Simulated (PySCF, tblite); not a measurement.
# C7H13AlO2: geometry, infrared bands and NMR shifts

What infrared bands and NMR shifts should C7H13AlO2 (`CC(C)(C)C1=C[O][AlH2-][O+]=C1`) show?

The runs use tblite 0.8.0 and PySCF 2.14.0, with density-fitted response routines of our own; the level of theory stands in each step. All values are computed, except where a source is named. Atoms are numbered from 0 throughout.

**1. The molecule as given**

23 atoms, charge 0, multiplicity 1; geometry from: force field or distance geometry start.

Bonds of the start (Å): C0–C1 1.53, C1–C2 1.56, C1–C3 1.55, C1–C4 1.55, C4–C5 1.37, C5–O6 1.40, O6–Al7 1.83, Al7–O8 1.84, O8–C9 1.28, C9–C4 1.51, C0–H10 1.12, C0–H11 1.11, C0–H12 1.10, C2–H13 1.11, C2–H14 1.12, C2–H15 1.11, C3–H16 1.12, C3–H17 1.10, C3–H18 1.12, C5–H19 1.07, Al7–H20 1.59, Al7–H21 1.59, C9–H22 1.07.

**2. Optimising the geometry with GFN2-xTB**

The job: settings as JSON, then the geometry in Å.

```
{"job": {"kind": "relax", "xc": "GFN2-xTB", "basis": "xTB"}, "charge": 0, "multiplicity": 1}
C     -1.736700    -0.703400    -1.044600
C     -1.059400     0.015100     0.128800
C     -1.312800    -0.785300     1.443800
C     -1.725100     1.406300     0.303000
C      0.470200     0.076100    -0.120200
C      1.084600     1.258600    -0.419300
O      2.460600     1.405800    -0.657100
Al     3.640400     0.063200    -0.257200
O      2.484800    -1.366600    -0.214500
C      1.216300    -1.233800    -0.146900
H     -2.849200    -0.737600    -0.894800
H     -1.393300    -1.749000    -1.154200
H     -1.544700    -0.158500    -1.982800
H     -1.011200    -1.844700     1.351900
H     -2.408700    -0.773200     1.691700
H     -0.772400    -0.323300     2.302100
H     -1.226500     1.981300     1.123200
H     -1.696000     1.975600    -0.634500
H     -2.797400     1.293300     0.590100
H      0.532300     2.176700    -0.482000
H      4.739300    -0.103800    -1.393800
H      4.243200     0.295600     1.196600
H      0.657000    -2.141400    -0.105500
```

Command:

```sh
$ OMP_NUM_THREADS=1 python probes_run.py task.json out
```

One launch serves the whole session: the jobs run in the order shown.

**Question.** This job is followed by: GFN2-xTB harmonic vibrations, gas phase; GIAO PBE0/pcSseg-1 NMR shielding, non-relativistic, gas phase. What will the session give for the following? strongest single infrared mode (GFN2-xTB); zero-point energy (GFN2-xTB); ¹³C shifts against TMS (PBE0/pcSseg-1, means over atoms taken as alike); ¹H shifts against TMS (PBE0/pcSseg-1, means over atoms taken as alike); ¹⁷O shifts against H2O (PBE0/pcSseg-1, means over atoms taken as alike); ²⁷Al shifts against AlH4- (PBE0/pcSseg-1); surface potential, 1st and 99th percentile.

The runs gave:

| quantity | value |
| --- | --- |
| strongest single infrared mode (GFN2-xTB) | 1796 cm⁻¹, 501 km/mol |
| zero-point energy (GFN2-xTB) | 112.5 kcal/mol |
| ¹³C shifts against TMS (PBE0/pcSseg-1, means over atoms taken as alike) | 191.2, 128.5, 32.8, 32.4 ppm |
| ¹H shifts against TMS (PBE0/pcSseg-1, means over atoms taken as alike) | 8.75, 4.39, 1.23 ppm |
| ¹⁷O shifts against H2O (PBE0/pcSseg-1, means over atoms taken as alike) | 306.5 ppm |
| ²⁷Al shifts against AlH4- (PBE0/pcSseg-1) | 52.0 ppm |
| surface potential, 1st and 99th percentile | -1.07 V and 1.35 V |

In words: Over 83 steps the energy fell by 0.898 eV; of the close pairs, C5–O6 changed most, 1.404 to 1.270 Å. All 63 modes are real, so the xTB geometry is a minimum. The strongest single mode, at 1796 cm⁻¹, moves mainly H21. Unscaled tight-binding wavenumbers are off by several per cent, some by more. Its intensities can rank the bands wrongly. The most deshielded carbon is C5, C9 (mean) (alkene carbon bearing oxygen), at 191.2 ppm: an sp2 carbon further deshielded by the attached heteroatom. At PBE0/pcSseg-1: The largest span, 572 ppm, is at O6, O8, where the paramagnetic term is -367 ppm. At PBE0/pcSseg-1, counted by nearest atom on the grid, the HOMO lies on C4 22 %; H20, H21 about 18 % each, the LUMO on C5, C9 about 27 % each; O6, O8 about 13 % each.
